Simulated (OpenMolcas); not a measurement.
# V⁴⁺ among point charges: CASSCF and CASPT2 levels and susceptibility

How does a field of 6 point charges split the states of V⁴⁺, and what χT follows?

Program: OpenMolcas 26.06. Level of theory: state-averaged CASSCF and CASPT2, spin-orbit coupling by RASSI with atomic mean-field integrals. These are calculated values, not measurements, unless marked.

## Step 1: The atom as given

* Species: V⁴⁺ (vanadium, Z = 23, 19 electrons)
* Basis: ANO-RCC-VDZP [5s4p2d1f], 34 functions
* Scalar Hamiltonian: DKH2, point nucleus
* Inactive shells: 1s 2s 2p 3s 3p
* Active space: 1 electron in 5 orbitals (3d)
* Some configurations of this space: 3d
* Orbitals: optimised for each spin and parity, averaged over all roots

Outer shells as boxes (Hund's rule):

3d
```
3d [↑ ][  ][  ][  ][  ]
```

The ion sits among 6 point charges of -2 e arranged as a trigonal antiprism (D3d), 2.09 Å from the ion, with a polar angle of 49.8° against the regular 54.74°.

The work runs as a chain of OpenMolcas steps in one folder; each step below is one input file. Labels, J, g values, rates, χT and fits are worked out afterwards by a script from the matrices that RASSI stores. The input lists half of the charges; inversion (Group=XYZ) makes the rest.

## Step 2: GATEWAY and SEWARD: basis and integrals

Contents of a.inp:

```
&GATEWAY
Coord
1

V 0.0 0.0 0.0
Basis=ANO-RCC-VDZP
Group=XYZ
NoMove
AngMom=0.0 0.0 0.0
AMFI
XField
3 Angstrom 0
0.000000 1.596555 1.348745 -2.000000
1.382657 -0.798278 1.348745 -2.000000
1.382657 0.798278 -1.348745 -2.000000
&SEWARD
```

## Step 3: Reference wave functions, doublets of even parity, 5 roots

Contents of a.inp:

```
&RASSCF
FileOrb=start.orb
Symmetry=1
Spin=2
nActEl=1 0 0
Inactive=3 6
Ras2=5 0
CIRoot=5 5 1
SDav=5
CIMx=300
Iter=120 100
PrWF=0.3
OrbListing=Nothing
MaxOrb=0
>>> COPY $Project.JobIph JOB001
```

start.orb holds the contracted functions of the basis, ordered by shell, or the orbitals of the step before.

## Step 4: State interaction with spin-orbit coupling

Contents of a.inp:

```
&RASSI
NrOfJobIphs=1 5
1 2 3 4 5
IphNames
JOB001
EJob
SpinOrbit
DIPRint=1.0
SOCoupling=1000.0
Subsets=2
Property=9
'ANGMOM' 1 'ANGMOM' 2 'ANGMOM' 3 'MLTPL  1' 1 'MLTPL  1' 2 'MLTPL  1' 3
'AMFI' 1 'AMFI' 2 'AMFI' 3
SOProperty=3
'ANGMOM' 1 'ANGMOM' 2 'ANGMOM' 3
```

## Step 5: CASPT2: IPEA 0.25, imaginary shift 0.1 (closed shells correlated: 3s 3p)

Contents of a.inp:

```
>>> COPY JOB001 $Project.JobIph
&CASPT2
Multistate=5 1 2 3 4 5
NoMult
Frozen=2 3
IPEA=0.25
Imaginary=0.1
MaxIter=60
WThr=0.0 0.3 0.05
PrWF=0.5
NoMix
```

(Steps that only read results are left out.)

What does the calculation give? Wanted: spin-free ground state; first state of the same spin within the active space; lowest level; next level.

The runs gave:

```
                                            quantity                                                                        value
                                              method  SS-CASPT2, IPEA 0.25, imaginary shift 0.1 (closed shells correlated: 3s 3p)
                              spin-free ground state                                               2E, 2-fold in its orbital part
first state of the same spin within the active space                                                             2A1 at 3300 cm⁻¹
                                        lowest level                                            2-fold E3/2, g = 0.00, 0.00, 1.56
                                          next level                                                                   420.3 cm⁻¹
                                         χT at 300 K                                                               0.37 cm³ K/mol
                           effective moment at 300 K                                                                      1.73 μB
```

Cost by method:

| method | time of its own steps | time with the reference |
| --- | --- | --- |
| A. CASSCF | 1.6 s | 1.6 s |
| B. SS-CASPT2, IPEA 0.25, imaginary shift 0.1, +3s 3p | 0.57 s | 2.1 s |

Times are of one thread on a shared host.

In words: The spin-free ground state (2E) comes to 100 % from free-ion D terms and keeps the highest spin of the shell. χT at 300 K is 0.37, against 0.38 cm³ K/mol for the spin alone; near agreement at one temperature doesn't show that the orbital moment is quenched. CASPT2 does not keep the components of a term degenerate, and the means are used. The field of point charges can differ much from that of real complexes. Point charges carry no covalency, so the field is a model and not that of real ligands.
